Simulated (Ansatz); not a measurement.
**CH3AlClGa: basis-set convergence**

Aim: see how fast density functionals converge with the basis set for CH3AlClGa.

The runs use Ansatz 0.2.0, Gaussian basis; one geometry, several basis sets.

Levels to be run: PBE0-D4/def2-SVP; ωB97M-V/def2-SVP; PBE0-D4/def2-QZVPP; ωB97M-V/def2-QZVPP; the functionals' def2-TZVPP values are taken from earlier runs.

**1. The geometry**

The geometry comes from an earlier relaxation with PBE0-D4 in a triple-zeta def2 set; it is a stationary point, not always the lowest conformer.

SMILES `[Cl][Al]1[CH2][GaH]1`, 7 atoms, charge 0, spin multiplicity 1.

Atoms are counted from 1 here; the program's logs count them from 0.

Bond lengths: Cl1–Al2 2.101 Å, Al2–C3 1.926 Å, Al2–Ga4 2.406 Å, C3–Ga4 2.033 Å, C3–H5 1.119 Å, C3–H6 1.090 Å, Ga4–H7 1.569 Å. Angles: Cl1–Al2–C3 138.4°, Cl1–Al2–Ga4 162.9°, C3–Al2–Ga4 54.6°, Al2–C3–Ga4 74.8°, Al2–C3–H5 93.2°, Al2–C3–H6 141.6°, Ga4–C3–H5 94.8°, Ga4–C3–H6 131.7°, H5–C3–H6 108.6°, Al2–Ga4–C3 50.6°, Al2–Ga4–H7 167.1°, C3–Ga4–H7 134.4°.

**2. PBE0-D4 in def2-SVP**

Contents of in.yaml:

```yaml
crystal:
  periodic: [false, false, false]
  atoms:
    - {symbol: Cl, position_ang: [-2.621935, -1.901794, 0.922054]}
    - {symbol: Al, position_ang: [-1.195352, -0.530193, 0.216686]}
    - {symbol: C, position_ang: [0.665680, -0.115879, 0.492293]}
    - {symbol: Ga, position_ang: [0.151514, 0.855395, -1.217612]}
    - {symbol: H, position_ang: [0.438712, 0.750158, 1.164190]}
    - {symbol: H, position_ang: [1.602774, -0.569429, 0.815031]}
    - {symbol: H, position_ang: [0.958595, 1.511741, -2.392653]}
basis:
  gaussian: {orbitals: def2-SVP}
hamiltonian: {xc: pbe0, dispersion: d4}
output: {orbitals: {seedname: orbitals}}
```

The run is started by

```bash
> ansatz run in.yaml --threads 2 --pin off --events-out ev --progress --plain --max-ram 4352MiB
```

The runs that follow: ωB97M-V in def2-SVP; PBE0-D4 in def2-QZVPP; ωB97M-V in def2-QZVPP.

**Question.** What will the summary of the whole plan be? Wanted: PBE0-D4: double and triple zeta above quadruple; ωB97M-V: double and triple zeta above quadruple.

The runs gave:

| quantity | value |
| --- | --- |
| PBE0-D4: double and triple zeta above quadruple | 16.35, 1.80 eV |
| ωB97M-V: double and triple zeta above quadruple | 16.24, 1.74 eV |

What this shows: For PBE0-D4 the step from double to triple zeta gains 14.55 eV and the next only 1.80 eV. Total energies overstate the basis error of differences, where much of it tends to cancel.
